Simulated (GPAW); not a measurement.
Runs of GPAW 26.7.0 on GeW. Symmetry: Fm-3m, No. 225, cubic system. Conventional cell: a = 5.155 Å, b = 5.155 Å, c = 5.155 Å, α = 90.00°, β = 90.00°, γ = 90.00°. Around Ge (site symmetry m-3m) lie 6 W at 2.58 Å. W (site symmetry m-3m) is surrounded by 6 Ge at 2.58 Å. The cell was built by a generator and needn't be a form met in nature.

```tsv
level	potentials or basis	gap on the mesh (eV)	pressure (GPa)	relaxed volume (Å³/atom)
r2SCAN	GPAW PAW data sets (gpaw-data 1.2.1), pw	none	0.0	(a)
SCAN	GPAW PAW data sets (gpaw-data 1.2.1), pw	none	0.0	16.41
RPBE	the program's PAW data sets (release 1.2.1) made for this functional, pw	none	0.0	(b)
PBE	GPAW PAW data sets (gpaw-data 1.2.1), pw	none	0.0	17.17
PBEsol	PAW data sets generated in the run's folder for this functional, pw	none	0.1	16.60
```

Alike in all rows: task relaxation of cell and atoms; no spin polarisation; cell relaxed; k mesh 8 × 8 × 8; cutoff (eV) 600; smearing fermi-dirac 0.05 eV.

Problem. Estimate the missing entries.

Solution. (a) 16.85; (b) 17.46.

Caveats: later steps reuse the first step's grids; the PAW data sets were made with another functional, which shifts forces and pressure a little (some runs).

A k mesh can miss the band edges, and the runs leave out spin-orbit coupling on Ge, W.

A gap of «none» marks a metal or a gap under the smearing width.
